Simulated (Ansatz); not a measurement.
Write a Python script for Ansatz 0.2.0, Python API that makes a comparison of functionals at one structure of CsMgF3, space group Pm-3m. Use (first run): PBEsol, PAW, the default cutoff (420 eV here), 4×4×4 k-points, fixed occupations. The script varies functional: pbesol, lda, blyp.

```cif
data_structure
_symmetry_space_group_name_H-M 'P 1'
_symmetry_Int_Tables_number 1
_cell_length_a 4.2523
_cell_length_b 4.2523
_cell_length_c 4.2523
_cell_angle_alpha 90.000
_cell_angle_beta 90.000
_cell_angle_gamma 90.000
_cell_volume 76.89
loop_
_atom_site_label
_atom_site_type_symbol
_atom_site_fract_x
_atom_site_fract_y
_atom_site_fract_z
_atom_site_occupancy
Cs1 Cs 0.00000 0.00000 0.00000 1
Mg1 Mg 0.50000 0.50000 0.50000 1
F1 F 0.00000 0.50000 0.50000 1
F2 F 0.50000 0.00000 0.50000 1
F3 F 0.50000 0.50000 0.00000 1
```

Script `xc.py`:
```python
# -*- coding: utf-8 -*-
'''Functional comparison for CsMgF3 (totals differ with the potentials too).'''

import csv

import ansatz as az
from ase import Atoms

FILLING = 'Fixed'

atoms = Atoms(
    ['Cs', 'Mg', 'F', 'F', 'F'],
    scaled_positions=[
        (0.0, 0.0, 0.0),
        (0.5, 0.5, 0.5),
        (0.0, 0.5, 0.5),
        (0.5, 0.0, 0.5),
        (0.5, 0.5, 0.0),
    ],
    cell=[
        (4.252307, 0.0, 0.0),
        (0.0, 4.252307, 0.0),
        (0.0, 0.0, 4.252307),
    ],
    pbc=True,
)
xtal = az.Crystal.from_ase(atoms)

setup = (
    xtal.calculation()
    .pseudopotentials('paw')
    .kpoints(4)
    .occupations(FILLING)
    .stress()
)

rows = []
for value in ['pbesol', 'lda', 'blyp']:
    summary = setup.functional(value).run(threads=1, pin='off').report
    rows.append((value, summary['free_energy_ev'] / len(summary['lattice']['sites']), summary['n_iterations'], sum(summary['stress_gpa'][i][i] for i in range(3)) / 3, summary['n_kpoints']))

with open('xc.csv', 'w', newline='') as handle:
    writer = csv.writer(handle)
    writer.writerow(['functional', 'F/atom (eV)', 'iterations', 'P (GPa)', 'k-points'])
    writer.writerows([round(v, 5) if isinstance(v, float) else v for v in row] for row in rows)
print(open('xc.csv').read())
```

```console
$ python xc.py
DeckWarning: basis.ecutwfc = 420 eV, auto-derived from the records' recommended cutoffs: set by Cs (normal level)
functional,F/atom (eV),iterations,P (GPa),k-points
pbesol,-1981.35451,6,-3.16947,10
lda,-1959.12793,7,-6.80803,10
blyp,-2011.31686,6,1.87909,10
```
(Warnings from the package without file and line.)

From lowest to highest: LDA (-6.8 GPa), PBEsol (-3.2 GPa) and BLYP (1.9 GPa). At a fixed cell a lower pressure usually means a smaller equilibrium volume, so LDA prefers the smallest cell and BLYP the largest. Gaps by band count in the reports: PBEsol 6.54 eV, LDA 6.38 eV and BLYP 6.84 eV (Kohn-Sham values on this mesh, as a rule under measured gaps).

Reading the output:
- Pressure is positive in compression.
- The structure comes from a database of computed cells and needn't be a stable or known phase.
- Total energies of different functionals can't be compared; pressures, moments and gaps at this one structure can.
- Timing: 3.8 s on 1 thread of Intel(R) Xeon(R) Processor @ 2.30GHz, with other jobs on the host, peak memory 0.52 GiB.
